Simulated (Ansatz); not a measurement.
BH₇SSi₂, SMILES B[SiH]([SiH3])S: vertical energies of changing the electron count, run with Ansatz 0.2.0, Python API.

`ip_bh7ssi2.py`:
```python
import ansatz as az
from ase import Atoms


def single_point(molecule, charge=0, unpaired=0):
    calc = molecule.calculation().basis(gaussian="cc-pVTZ").functional("hf")
    if charge:
        calc = calc.charge(charge)
    if unpaired:
        calc = calc.spin("collinear", total=unpaired)
    report = calc.run(threads=1).report
    if report["published_state_doubts"]:
        print("  doubts:", report["published_state_doubts"])
    return report["free_energy_ev"]


def main() -> None:
    atoms = Atoms(["B", "Si", "Si", "S", "H", "H", "H", "H", "H", "H", "H"], positions=[
        (-0.3601, 1.5127, -0.8389),
        (-0.0658, -0.323, -0.5133),
        (1.0025, -0.5321, 1.406),
        (-1.8496, -1.3704, -0.3988),
        (-0.0445, 2.3667, -0.0955),
        (-0.9886, 1.8985, -1.828),
        (0.7789, -0.8722, -1.6001),
        (0.2549, 0.0399, 2.5002),
        (2.313, 0.2132, 1.3823),
        (1.2981, -1.9561, 1.7018),
        (-2.2735, -1.0342, -1.695),
    ])
    bh7ssi2 = az.Crystal.molecule_from_ase(atoms)

    parent = single_point(bh7ssi2, 0, 0)
    cation = single_point(bh7ssi2, 1, 1)
    print(f"E(N)   = {parent:.5f} eV")
    print(f"E(N-1) = {cation:.5f} eV  (1 unpaired)")
    print(f"vertical ionisation energy {cation - parent:.3f} eV")


if __name__ == "__main__":
    main()
```

What does it cost to change the electron count at this fixed geometry?

At this unrelaxed geometry removing an electron costs 8.76 eV.

The run itself:

```console
$ python ip_bh7ssi2.py
E(N)   = -27325.02864 eV
E(N-1) = -27316.26920 eV  (1 unpaired)
vertical ionisation energy 8.759 eV
```

Caveats:
- Total energies depend on the basis set; only differences at equal settings carry meaning.
- The geometry is a force-field or estimated start, not a minimum of this method, and the basis set is short of its limit. All parts are taken at fixed geometry, without zero-point energy. At an unrelaxed start these energies can be a whole eV from those at the minimum, and a small affinity can change sign.
- Hartree-Fock leaves correlation out, so bond, atomisation and ionisation energies come out well too low.
- Timing: 34 s on 1 thread of Intel(R) Xeon(R) Processor @ 2.30GHz, on a shared host, peak memory 0.89 GiB.
